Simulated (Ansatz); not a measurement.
# Zn3Ni: how the settings move a single-point run

Aim: see which settings change the result for Zn3Ni, by how much, and at what cost.

Program: Ansatz 0.2.0. Level of theory: reference: DFT, PBEsol, PAW with Ansatz's default frozen-core files, scalar-relativistic. These are calculated values, not measurements.

### Step 1. The structure to begin with

It takes space group I4/mmm (No. 139, tetragonal). The conventional cell has a = 3.613 Å, b = 3.613 Å, c = 7.752 Å, α = 90.00°, β = 90.00°, γ = 90.00°. Around Zn (site symmetry -4m2) lie 8 Zn at 2.55 to 2.65 Å and 4 Ni at 2.65 Å. Around Zn (site symmetry 4/mmm) lie 4 Ni at 2.55 Å and 8 Zn at 2.65 Å. Ni (site symmetry 4/mmm) has 12 Zn at 2.55 to 2.65 Å as nearest neighbours.

Coordinates:

```
CELL_PARAMETERS angstrom
-1.80656 1.80656 3.87600
1.80656 -1.80656 3.87600
1.80656 1.80656 -3.87600
ATOMIC_POSITIONS crystal
Zn 0.75000 0.25000 0.50000
Zn 0.25000 0.75000 0.50000
Zn 0.50000 0.50000 0.00000
Ni 0.00000 0.00000 0.00000
```

### Step 2. Reference

The input, input.yaml:

```yaml
crystal:
  lattice:
    - [-1.80655984, 1.80655984, 3.87599979]
    - [1.80655984, -1.80655984, 3.87599979]
    - [1.80655984, 1.80655984, -3.87599979]
  atoms:
    - { symbol: Zn, position: [0.75, 0.25, 0.5] }
    - { symbol: Zn, position: [0.25, 0.75, 0.5] }
    - { symbol: Zn, position: [0.5, 0.5, 0.0] }
    - { symbol: Ni, position: [0.0, 0.0, 0.0] }
kpoints:
  mp_grid: { grid: [16, 16, 16] }
  band_path:
    path:
      - [0.0, 0.0, 0.0]
      - [0.0, 0.0, 0.5]
      - [0.25, 0.25, 0.25]
      - [0.0, 0.5, 0.0]
      - [0.0, 0.0, 0.0]
      - [0.5, 0.5, -0.5]
      - [0.3043096773, 0.6956903227, -0.3043096773]
      - [-0.3043096773, 0.3043096773, 0.3043096773]
      - [0.0, 0.0, 0.0]
    npoints: 14
scf:
  occupations: { method: fermi_dirac, width: 0.05 }
hamiltonian:
  xc: pbesol
  pseudopotentials: { kind: paw }
output:
  forces: true
  stress: true
  eigenvalues: true
  efg: { contact_densities: true }
  populations: true
  bader: true
  dos: { projected: true, de: 0.2, e_range: [-14, 8] }
  write_density: true
  write_potential: true
  elf: true
  volumetric_format: npy
```

Run with:

```
> ansatz run input.yaml --threads 1 --pin off --max-ram 4096MiB --backend cpu --events-out ev --progress --plain --runs-dir out
```

### Step 3. Variant: scf.algorithm density_mixing

Edit input.yaml of step 2 so:

```diff
@@ -26,2 +26,3 @@
   occupations: { method: fermi_dirac, width: 0.05 }
+  algorithm: density_mixing
 hamiltonian:
@@ -35,7 +36 @@
   populations: true
-  bader: true
-  dos: { projected: true, de: 0.2, e_range: [-14, 8] }
-  write_density: true
-  write_potential: true
-  elf: true
-  volumetric_format: npy
```

Q: Predict the outcome of this session. Wanted: for each run, ending; energy change; pressure; gap; force.

As calculated:

| run | ending | energy change | pressure (GPa) | gap (eV) | force (eV/Å) | cycles | time |
| --- | --- | --- | --- | --- | --- | --- | --- |
| reference | converged | 0 | -2.2 | 0.00 | 0.00 | 8 | 1.7 min |
| 1: scf.algorithm density_mixing | converged | 0.0 meV/atom | -2.2 | 0.00 | 0.00 | 8 | 49 s |

Times don't compare one to one where runs were asked for different outputs or read a saved state (see the inputs); cycles may leave out searches for a lower state.

Residual by cycle in the longest SCF loop of each run; runs are numbered as in the table. The quantity is the density residual dr2, in eV.

| cycle | reference | run 1 |
| --- | --- | --- |
| 1 | 0.151 | 0.151 |
| 2 | 0.0219 | 0.0219 |
| 3 | 0.00108 | 0.00108 |
| 4 | 2.0e-4 | 2.0e-4 |
| 5 | 2.1e-5 | 2.1e-5 |
| 6 | 2.8e-6 | 2.8e-6 |
| 7 | 2.1e-7 | 2.1e-7 |
| 8 | 8.0e-8 | 8.0e-8 |

What this shows: Energy and cycle count are those of the reference, so the change (solver) left the result and the number of cycles as they were.
